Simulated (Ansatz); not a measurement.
**C2H3F2Si (SMILES [H]/[C]=C\[SiH](F)F): U-revPBE/cc-pVDZ**

What is the electronic atomisation energy of C2H3F2Si at U-revPBE/cc-pVDZ? 

Program for the calculation: Ansatz 0.2.0.

50 further runs of the same task are left out: 50 set aside as unsound or not needed.

## (1) The structure to begin with

The species is C2H3F2Si (8 atoms), meant as a doublet with charge 0. As SMILES, `[H]/[C]=C\[SiH](F)F`. The shape is that of a PBE0-D4/def2-TZVP optimisation. This is one conformer, not always the lowest.

Bond lengths: C1–C2 1.305 Å, C2–Si3 1.846 Å, Si3–F4 1.588 Å, Si3–F5 1.588 Å, C1–H6 1.082 Å, C2–H7 1.091 Å, Si3–H8 1.473 Å. Angles: C1–C2–Si3 118.6°, C2–Si3–F4 110.3°, C2–Si3–F5 110.3°, F4–Si3–F5 106.1°, C1–C2–H7 120.9°, Si3–C2–H7 120.5°, C2–C1–H6 137.0°, C2–Si3–H8 112.0°, F4–Si3–H8 109.0°, F5–Si3–H8 108.9°.

## (2) The energy at U-revPBE/cc-pVDZ

job.yaml reads:

```yaml
crystal:
  periodic: [false, false, false]
  atoms:
    - {symbol: C, position_ang: [0.855200, 0.475100, 1.494400]}
    - {symbol: C, position_ang: [0.948700, 0.119800, 0.241900]}
    - {symbol: Si, position_ang: [-0.602400, -0.240700, -0.691900]}
    - {symbol: F, position_ang: [-0.572000, -1.723000, -1.260300]}
    - {symbol: F, position_ang: [-0.719900, 0.713400, -1.955600]}
    - {symbol: H, position_ang: [0.063700, 0.635800, 2.215100]}
    - {symbol: H, position_ang: [1.921500, 0.036900, -0.245900]}
    - {symbol: H, position_ang: [-1.802600, -0.074200, 0.146400]}
basis:
  gaussian:
    orbitals: cc-pVDZ
magnetization:
  spin_polarized: true
  initial_magnetization: 1
hamiltonian:
  xc: {name: revPBE}
accuracy: high
output: {orbitals: {seedname: orbitals}}
```

The run is started by

```bash
$ ansatz run job.yaml --threads 1 --pin off --max-ram 3480MiB --events-out events.jsonl --progress --plain --runs-dir runs
```

The program printed:

```text
Warning: RAYON_NUM_THREADS=1 ignored (pool sized by the plan → 1); use --threads N
Functional definition: revPBE
  name "revPBE"
  parameter kappa = 1.245
  parameter beta = 0.06672455060314922
  exchange = pbe_x(kappa = kappa, mu = beta*pi^2/3)
  correlation = pbe_c(beta = beta)
2002 factors; integrals over basis functions are off by at most 3.8e-9 eV
mean field evaluation 1: about -15423.6055 eV, gradient 4.0e1 eV
mean field evaluation 2: about -15415.3980 eV, gradient 6.0e1 eV
mean field evaluation 4: about -15430.2836 eV, gradient 3.9e0 eV
mean field evaluation 8: about -15430.3591 eV, gradient 4.9e-1 eV
mean field evaluation 16: about -15430.3607 eV, gradient 5.6e-4 eV
mean field -15430.36070798 eV, -567.0552969441 hartree, gradient 2.9e-8 eV, S^2 0.757949; 0 other end points of the search recorded, 0 dependent functions left out
reference -15430.36071211 eV, -567.0552970960 hartree; 24, 23 occupied and 65, 66 virtual orbitals, 2002 factors
Total energy: -15430.36071211 eV, -567.0552970960 hartree
```

Wall time 9.6 s (1 thread of Arm Neoverse V2, shared host); peak memory 0.29 GiB.

## (3) The C atom at the same level

molecule.yaml reads:

```yaml
crystal:
  periodic: [false, false, false]
  atoms:
    - {symbol: C, position_ang: [0.000000, 0.000000, 0.000000]}
basis:
  gaussian:
    orbitals: cc-pVDZ
hamiltonian:
  xc: {name: revPBE}
accuracy: high
magnetization:
  spin_polarized: true
  initial_magnetization: 2
```

Run the same way, it converges to -37.83850 Eh (log not shown).

## (4) The F atom

run.yaml reads:

```yaml
crystal:
  periodic: [false, false, false]
  atoms:
    - {symbol: F, position_ang: [0.000000, 0.000000, 0.000000]}
basis:
  gaussian: {orbitals: cc-pVDZ}
magnetization: {spin_polarized: true, initial_magnetization: 1}
hamiltonian: {xc: {name: revPBE}}
accuracy: high
```

The run is started by

```bash
$ ansatz run run.yaml --threads 1 --pin off --max-ram 3480MiB --events-out events.jsonl --progress --plain --runs-dir runs
```

The program printed, shortened:

```text
Warning: RAYON_NUM_THREADS=1 ignored (pool sized by the plan → 1); use --threads N
[... 6 set-up lines as earlier in the session ...]
96 factors; integrals over basis functions are off by at most 1.7e-9 eV
mean field evaluation 1: about -2712.6368 eV, gradient 5.9e0 eV
mean field evaluation 2: about -2712.6800 eV, gradient 4.2e0 eV
mean field evaluation 4: about -2712.7310 eV, gradient 6.5e-3 eV
mean field evaluation 8: about -2712.7308 eV, gradient 5.2e-5 eV
mean field evaluation 16: about -2712.7307 eV, gradient 1.0e-1 eV
mean field evaluation 32: about -2712.7305 eV, gradient 1.0e-1 eV
mean field -2712.73077793 eV, -99.6910173340 hartree, gradient 5.2e-9 eV, S^2 0.750744; 3 other end points of the search recorded, 0 dependent functions left out
reference -2712.73077852 eV, -99.6910173556 hartree; 5, 4 occupied and 9, 10 virtual orbitals, 96 factors
Total energy: -2712.73077852 eV, -99.6910173556 hartree
```

It took 0.52 s on 1 thread of Arm Neoverse V2, shared host.

## (5) The H atom at the same level

input.yaml reads:

```yaml
crystal:
  periodic: [false, false, false]
  atoms:
    - {symbol: H, position_ang: [0.000000, 0.000000, 0.000000]}
basis:
  gaussian:
    orbitals: cc-pVDZ
hamiltonian:
  xc: {name: revPBE}
accuracy: high
total_charge: 0
magnetization:
  spin_polarized: true
  initial_magnetization: 1
```

Run the same way, it converges to -0.50319 Eh (log not shown).

## (6) The Si atom, same level

job.yaml reads:

```yaml
crystal:
  periodic: [false, false, false]
  atoms:
    - {symbol: Si, position_ang: [0.000000, 0.000000, 0.000000]}
basis:
  gaussian: {orbitals: cc-pVDZ}
total_charge: 0
magnetization: {spin_polarized: true, initial_magnetization: 2}
hamiltonian: {xc: {name: revPBE}}
accuracy: high
```

Run the same way, it converges to -289.31204 Eh (log not shown).

## (7) Results

Level: U-revPBE/cc-pVDZ.

| quantity | value |
| --- | --- |
| molecule: total energy | -567.05530 Eh |
| molecule: HOMO energy (highest over α and β) | -5.45 eV |
| molecule: LUMO energy (lowest over α and β) | -3.20 eV |
| molecule: ⟨S²⟩ | 0.758 |
| C atom: total energy | -37.83850 Eh |
| C atom: ⟨S²⟩ | 2.002 |
| F atom: total energy | -99.69102 Eh |
| F atom: ⟨S²⟩ | 0.751 |
| H atom: total energy | -0.50319 Eh |
| H atom: ⟨S²⟩ | 0.750 |
| Si atom: total energy | -289.31204 Eh |
| Si atom: ⟨S²⟩ | 2.004 |
| electronic atomisation energy | 31.964 eV |

What this shows: Taking the molecule apart into free atoms costs 31.96 eV (3084 kJ/mol), before zero-point energy and without spin-orbit coupling.
